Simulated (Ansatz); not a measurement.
**CH₇BGeSe: basis-set convergence**

Aim: see how fast density functionals converge with the basis set for CH₇BGeSe.

Computed with Ansatz 0.2.0, Gaussian basis. Level: one geometry, several basis sets.

The runs, in order: PBE0-D4/def2-SVP; ωB97M-V/def2-SVP; PBE0-D4/def2-QZVPP; ωB97M-V/def2-QZVPP; the functionals' def2-TZVPP values are taken from earlier runs.

## 1. The relaxed structure

All runs share one geometry, relaxed beforehand with PBE0-D4 in a triple-zeta def2 set.

11 atoms, charge 0, spin multiplicity 1.

Atoms are counted from 1 here; the program's logs count them from 0.

Bond lengths: B1–C2 1.531 Å, B1–H5 1.198 Å, B1–H6 1.198 Å, C2–Ge3 1.982 Å, C2–H7 1.091 Å, C2–H8 1.093 Å, Ge3–Se4 2.360 Å, Ge3–H9 1.538 Å, Ge3–H10 1.539 Å, Se4–H11 1.469 Å. Angles: C2–B1–H5 120.6°, C2–B1–H6 120.5°, H5–B1–H6 118.8°, B1–C2–Ge3 103.8°, B1–C2–H7 116.5°, B1–C2–H8 115.9°, Ge3–C2–H7 104.6°, Ge3–C2–H8 103.0°, H7–C2–H8 111.0°, C2–Ge3–Se4 106.9°, C2–Ge3–H9 110.9°, C2–Ge3–H10 109.0°, Se4–Ge3–H9 110.3°, Se4–Ge3–H10 109.8°, H9–Ge3–H10 109.9°, Ge3–Se4–H11 92.9°.

## 2. PBE0-D4 in def2-SVP

in.yaml reads:

```yaml
crystal:
  periodic: [false, false, false]
  atoms:
    - {symbol: B, position_ang: [-1.136218, 1.264529, -0.344691]}
    - {symbol: C, position_ang: [0.365456, 1.037500, -0.541239]}
    - {symbol: Ge, position_ang: [0.737547, -0.603262, 0.506673]}
    - {symbol: Se, position_ang: [-0.752795, -2.263260, -0.263912]}
    - {symbol: H, position_ang: [-1.929745, 0.785072, -1.102711]}
    - {symbol: H, position_ang: [-1.540204, 1.862310, 0.611504]}
    - {symbol: H, position_ang: [0.692520, 0.796871, -1.554377]}
    - {symbol: H, position_ang: [1.025175, 1.778292, -0.081817]}
    - {symbol: H, position_ang: [0.526416, -0.353836, 2.009148]}
    - {symbol: H, position_ang: [2.188771, -1.044313, 0.247469]}
    - {symbol: H, position_ang: [-0.111523, -3.316901, 0.534652]}
basis:
  gaussian: {orbitals: def2-SVP}
hamiltonian: {xc: pbe0, dispersion: d4}
output: {orbitals: {seedname: orbitals}}
```

Started as:

```console
$ ansatz run in.yaml --threads 4 --pin off --events-out ev --progress --plain --max-ram 10444MiB
```

Further steps of the session: ωB97M-V in def2-SVP; PBE0-D4 in def2-QZVPP; ωB97M-V in def2-QZVPP.

Q: Predict the results of all the runs planned. Wanted: PBE0-D4: double and triple zeta above quadruple; ωB97M-V: double and triple zeta above quadruple.

As calculated:

| quantity | value |
| --- | --- |
| PBE0-D4: double and triple zeta above quadruple | 19.84, 2.71 eV |
| ωB97M-V: double and triple zeta above quadruple | 19.88, 2.63 eV |

**Reading.** PBE0-D4 gains 17.13 eV from double to triple zeta, then 2.71 eV more. These are total energies; as a rule much of such shifts cancels in differences, which this series doesn't test.
